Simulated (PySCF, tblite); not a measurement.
**C6H11P: geometry, infrared bands and NMR shifts**

What infrared bands and NMR shifts should C6H11P (`CC1=CCP(C)C1`) show?

The runs use tblite 0.8.0 and PySCF 2.14.0, with density-fitted response routines of our own; the level of theory stands in each step. All values are computed, except where a source is named. Atoms count from 0, in the outputs and in this text.

## 1. The molecule as given

18 atoms, charge 0, multiplicity 1; geometry from: force field or distance geometry start.

Bonds of the start (Å): C0–C1 1.51, C1–C2 1.32, C2–C3 1.50, C3–P4 1.84, P4–C5 1.84, P4–C6 1.83, C6–C1 1.49, C0–H7 1.10, C0–H8 1.09, C0–H9 1.09, C2–H10 1.09, C3–H11 1.08, C3–H12 1.08, C5–H13 1.09, C5–H14 1.09, C5–H15 1.08, C6–H16 1.10, C6–H17 1.09.

## 2. Geometry optimisation with GFN2-xTB

The job: settings as JSON, then the geometry in Å.

```
{"job": {"kind": "relax", "xc": "GFN2-xTB", "basis": "xTB"}, "charge": 0, "multiplicity": 1}
C      2.333000    -0.450200    -0.315100
C      0.971900     0.156000    -0.074900
C      0.299900     0.847700    -0.975000
C     -1.032800     1.431600    -0.631100
P     -1.320000     0.556900     0.964000
C     -2.096500    -0.996100     0.346600
C      0.380200    -0.024000     1.285500
H      3.064700    -0.031200     0.390200
H      2.684600    -0.248300    -1.328900
H      2.283700    -1.534500    -0.177700
H      0.679600     1.028000    -1.976300
H     -0.959900     2.504600    -0.497400
H     -1.795200     1.199700    -1.366700
H     -2.192700    -1.709300     1.169700
H     -3.094500    -0.779900    -0.042200
H     -1.512300    -1.475400    -0.429900
H      0.404100    -1.064900     1.625600
H      0.893200     0.595700     2.021800
```

On the command line:

```console
OMP_NUM_THREADS=1 python probes_run.py task.json out
```

This one command runs all jobs of the session in turn.

**Question.** This job is followed by: GFN2-xTB harmonic vibrations, gas phase; GIAO PBE0/pcSseg-1 NMR shielding, non-relativistic, gas phase. What will the session give for the following? strongest single infrared mode (GFN2-xTB); zero-point energy (GFN2-xTB); 13C shifts against TMS (PBE0/pcSseg-1); 1H shifts against TMS (PBE0/pcSseg-1, means over atoms taken as alike); 31P shifts against H3PO4 (PBE0/pcSseg-1).

The runs gave:

```
                                                              quantity                                     value
                             strongest single infrared mode (GFN2-xTB)                      3078 cm⁻¹, 62 km/mol
                                          zero-point energy (GFN2-xTB)                             94.9 kcal/mol
                                13C shifts against TMS (PBE0/pcSseg-1)  146.5, 130.6, 42.6, 39.1, 21.9, 14.4 ppm
1H shifts against TMS (PBE0/pcSseg-1, means over atoms taken as alike)          5.68, 2.39, 2.19, 1.97, 0.88 ppm
                              31P shifts against H3PO4 (PBE0/pcSseg-1)                                 -37.8 ppm
```

Over 63 steps the energy fell by 0.294 eV; of the close pairs, P4–C6 changed most, 1.825 to 1.868 Å. No mode is imaginary among the 48: a minimum at this level. The strongest single mode, at 3078 cm⁻¹, moves mainly H10. Unscaled tight-binding wavenumbers are off by several per cent, some by more. Its intensities can rank the bands wrongly. The most deshielded hydrogen is H10 (hydrogen on an alkene CH), at 5.68 ppm: attached to an sp2 carbon and in the plane of the double bond. At PBE0/pcSseg-1: The largest span, 204 ppm, is at C1, where the paramagnetic term is -222 ppm.
